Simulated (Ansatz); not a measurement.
The system is CoO.

```
Co O
1.0
     0.00000    2.13150    2.13150
     2.13150    0.00000    2.13150
     2.13150    2.13150    0.00000
Co O
1 1
Cartesian
  0.0000 0.0000 0.0000
  2.1315 2.1315 2.1315
```

Base run:

| Quantity | Value |
| --- | --- |
| Program | Ansatz 0.2.0 |
| Functional | PBE |
| Potentials or basis | Ansatz PAW |
| Cutoff | 420 eV (not typed: the program's choice for these potentials) |
| k mesh | 11 × 11 × 11 |
| Occupations | fermi-dirac, width 0.05 eV |
| Spin | no spin polarisation |

Its results: band gap on the k mesh none (metal or under the smearing width); pressure -19.5 GPa.

Question: The run is repeated on the same cell with these changes: spin from no spin polarisation to collinear spin, random start. What comes out?

Answer: Band gap on the k mesh none (metal or under the smearing width); pressure -1.9 GPa; net moment 2.93 μB per cell; site moments Co +2.49; O +0.32 μB.

Caveats: semilocal functionals often make such compounds metallic where correlation or magnetic order opens a gap, which also shifts bond lengths; an odd number of electrons without spin polarisation forces a metal (some runs); a magnetic or distorted state may lie lower (some runs); a cell with one magnetic atom can't hold antiferromagnetic order, which such compounds often take (some runs).
